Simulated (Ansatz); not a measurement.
# HSSeSi: the cost of one run

Computed with Ansatz 0.2.0, Gaussian basis. Level: BLYP-D4/pcseg-2.

## (1) The starting structure

The start, displaced at random: SMILES `S=[SiH][Se-]`, 4 atoms, charge -1, spin multiplicity 1.

Atoms are counted from 1 here; the program's logs count them from 0.

Bond lengths: S1–Si2 1.935 Å, Si2–Se3 2.227 Å, Si2–H4 1.417 Å. Angles: S1–Si2–Se3 135.4°, S1–Si2–H4 111.1°, Se3–Si2–H4 111.8°.

As a file:

```
S    -1.59791   -0.03838    1.28605
Si   -0.11634   -0.09026    0.04261
Se    2.00956   -0.74687    0.13748
H    -0.35684    0.75197   -1.07163
```

## (2) The relaxation

The input, run/in.yaml:

```yaml
crystal:
  periodic: [false, false, false]
  atoms:
    - {symbol: S, position_ang: [-1.597915, -0.038379, 1.286055]}
    - {symbol: Si, position_ang: [-0.116337, -0.090264, 0.042608]}
    - {symbol: Se, position_ang: [2.009557, -0.746866, 0.137475]}
    - {symbol: H, position_ang: [-0.356837, 0.751975, -1.071630]}
basis:
  gaussian: {orbitals: pcseg-2}
total_charge: -1
hamiltonian: {xc: {name: BLYP}, dispersion: d4}
relax: {f_tol: 0.2, max_steps: 80, max_displacement: 0.2}
```

On the command line:

```
$ ansatz run in.yaml --threads 2 --pin off --events-out ev --progress --plain --max-ram 3481MiB
```

Q: Estimate wall time and peak memory on 2 threads of Arm Neoverse V1, shared host.

About 7.5 s, with a peak of 0.15 GiB.
